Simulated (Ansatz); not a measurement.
# C3H9BF3N: the cost of one run

Computed with Ansatz 0.2.0 (DFT B3LYP+D3(BJ), Gaussian basis def2-TZVP, and further levels as typed in the inputs, unless a step's input says otherwise).

### 1 The starting structure

Bond lengths (14 of 16 bonds, heavy atoms first): C1–N2 1.462 Å, N2–C3 1.462 Å, N2–C4 1.462 Å, N2–B14 1.680 Å, B14–F15 1.309 Å, B14–F16 1.309 Å, B14–F17 1.309 Å, C1–H5 1.096 Å, C1–H6 1.096 Å, C1–H7 1.096 Å, C3–H8 1.096 Å, C3–H9 1.096 Å, C3–H10 1.096 Å, C4–H11 1.096 Å. Angles (14 of 30 angles, heavy atoms first): C1–N2–C3 110.5°, C1–N2–C4 110.5°, C1–N2–B14 108.5°, C3–N2–C4 110.5°, C3–N2–B14 108.5°, C4–N2–B14 108.5°, N2–B14–F15 109.9°, N2–B14–F16 109.9°, N2–B14–F17 109.9°, F15–B14–F16 109.1°, F15–B14–F17 109.1°, F16–B14–F17 109.1°, N2–C1–H5 110.5°, N2–C1–H6 110.5°.

As a file:

```xyz
17

C    -1.2387   -0.5713   -0.2551
N     0.0897   -0.0092   -0.4963
C     1.1131   -0.8102    0.1744
C     0.1475    1.3792   -0.0405
H    -1.2962   -1.5980   -0.6335
H    -2.0025    0.0035   -0.7907
H    -1.4981   -0.5812    0.8098
H     1.0984   -1.8413   -0.1962
H     0.9762   -0.8325    1.2617
H     2.1123   -0.4146   -0.0392
H    -0.0397    1.4710    1.0356
H    -0.5910    1.9896   -0.5722
H     1.1291    1.8149   -0.2580
B     0.3885   -0.0396   -2.1492
F     1.6273   -0.4014   -2.3713
F    -0.4168   -0.8921   -2.7318
F     0.1928    1.1505   -2.6592
```

### 2 Relaxing the atoms: C3H9BF3N

File input.yaml:

```yaml
relax:
  f_tol: 0.001
  max_steps: 200
crystal:
  periodic: [false, false, false]
  atoms:
    - { symbol: C, position_ang: [-1.238669, -0.571291, -0.255101] }
    - { symbol: "N", position_ang: [0.089711, -0.009151, -0.496271] }
    - { symbol: C, position_ang: [1.113061, -0.810201, 0.174399] }
    - { symbol: C, position_ang: [0.147511, 1.379249, -0.040481] }
    - { symbol: H, position_ang: [-1.296249, -1.598001, -0.633521] }
    - { symbol: H, position_ang: [-2.002499, 0.003469, -0.790701] }
    - { symbol: H, position_ang: [-1.498119, -0.581181, 0.809849] }
    - { symbol: H, position_ang: [1.098391, -1.841271, -0.196181] }
    - { symbol: H, position_ang: [0.976151, -0.832541, 1.261739] }
    - { symbol: H, position_ang: [2.112311, -0.414551, -0.039201] }
    - { symbol: H, position_ang: [-0.039709, 1.470999, 1.035649] }
    - { symbol: H, position_ang: [-0.591029, 1.989609, -0.572171] }
    - { symbol: H, position_ang: [1.129141, 1.814859, -0.258011] }
    - { symbol: B, position_ang: [0.388516, -0.03962, -2.149204] }
    - { symbol: F, position_ang: [1.627263, -0.401429, -2.371296] }
    - { symbol: F, position_ang: [-0.416829, -0.892126, -2.731767] }
    - { symbol: F, position_ang: [0.19277, 1.150462, -2.65922] }
basis:
  gaussian: { orbitals: def2-TZVP }
hamiltonian:
  xc: { name: B3LYP }
  dispersion: d3bj
```

On the command line:

```sh
ansatz run input.yaml --threads 4 --pin off --max-ram 12288MiB --backend cpu --events-out ev --progress --plain --runs-dir out
```

Q: Estimate wall time and peak memory on 4 threads of Intel Xeon 6975P-C (Granite Rapids), shared host.

About 69 s, with a peak of 1.2 GiB.
